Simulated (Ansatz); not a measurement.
Write a Python script for Ansatz's Python interface that makes a rigid scan of one bond length of CBrF, SMILES F[C]Br. Use (for the species named): B3LYP, def2-SVP basis, multiplicity 3.

```yaml
atoms:
  - { symbol: F, position_ang: [-1.2296, -0.3839, 0.0000] }
  - { symbol: C, position_ang: [-0.2610, 0.6012, 0.0000] }
  - { symbol: Br, position_ang: [1.4906, -0.2173, 0.0000] }
```

`scan_cbrf.py`
```python
# -*- coding: utf-8 -*-
import ansatz as az
from ase import Atoms
import numpy as np

atoms = Atoms(['F', 'C', 'Br'], positions=[
    (-1.2296, -0.3839, 0.0),
    (-0.261, 0.6012, 0.0),
    (1.4906, -0.2173, 0.0),
])
system = az.Crystal.molecule_from_ase(atoms)

symbols = [site.symbol for site in system.cartesian_sites]
start = np.array([site.position_ang for site in system.cartesian_sites])
axis = (start[0] - start[1]) / np.linalg.norm(start[0] - start[1])
moving = [0]
lengths, energies = [1.216, 1.271, 1.326, 1.382, 1.437, 1.492, 1.547, 1.63], []
for length in lengths:
    xyz = start.copy()
    xyz[moving] += (length - np.linalg.norm(start[0] - start[1])) * axis
    point = az.Crystal.molecule()
    for symbol, place in zip(symbols, xyz):
        point = point.atom(symbol, place.tolist())
    calculation = (
        point.calculation()
        .basis(gaussian='def2-SVP')
        .functional('B3LYP')
        .spin('collinear', total=2)
    )
    report = calculation.run(threads=1, pin='off').report
    energies.append(report['free_energy_ev'])
    print(f'r = {length:6.3f} A  E = {energies[-1]:.5f} eV  <S^2> = {abs(report["mean_field"]["state"]["spin_squared"]):.3f}')

fit = np.polynomial.Polynomial.fit(lengths, np.array(energies) - min(energies), 4).convert()
roots = [r.real for r in fit.deriv().roots() if abs(r.imag) < 1e-9 and fit.deriv(2)(r.real) > 0]
r_e = min(roots, key=lambda r: abs(r - lengths[int(np.argmin(energies))]))
print(f'minimum of the fit at {r_e:.4f} A, force constant {fit.deriv(2)(r_e):.2f} eV/A^2')
```

Output of `python scan_cbrf.py`:
```text
r =  1.216 A  E = -73784.73560 eV  <S^2> = 2.005
r =  1.271 A  E = -73784.94611 eV  <S^2> = 2.005
r =  1.326 A  E = -73784.98237 eV  <S^2> = 2.005
r =  1.382 A  E = -73784.89557 eV  <S^2> = 2.005
r =  1.437 A  E = -73784.72824 eV  <S^2> = 2.006
r =  1.492 A  E = -73784.50779 eV  <S^2> = 2.006
r =  1.547 A  E = -73784.25450 eV  <S^2> = 2.007
r =  1.630 A  E = -73783.84148 eV  <S^2> = 2.007
minimum of the fit at 1.3128 A, force constant 43.82 eV/A^2
```

The settings weren't tested for convergence. The rest of the molecule is held rigid at a force-field or estimated start geometry, and the basis set is modest; single-reference methods fail as a bond breaks. The run takes the species as open-shell (spin multiplicity 3), which needn't be its ground state. b3lyp holds the VWN-RPA fit, as in Gaussian; the form of ORCA and Turbomole is b3lyp5. Spin-orbit coupling of the heavy open-shell atom is left out. The whole script took 13 s on 1 thread of AMD EPYC 7B13 (Zen 3) (shared host), peak memory 0.22 GiB.
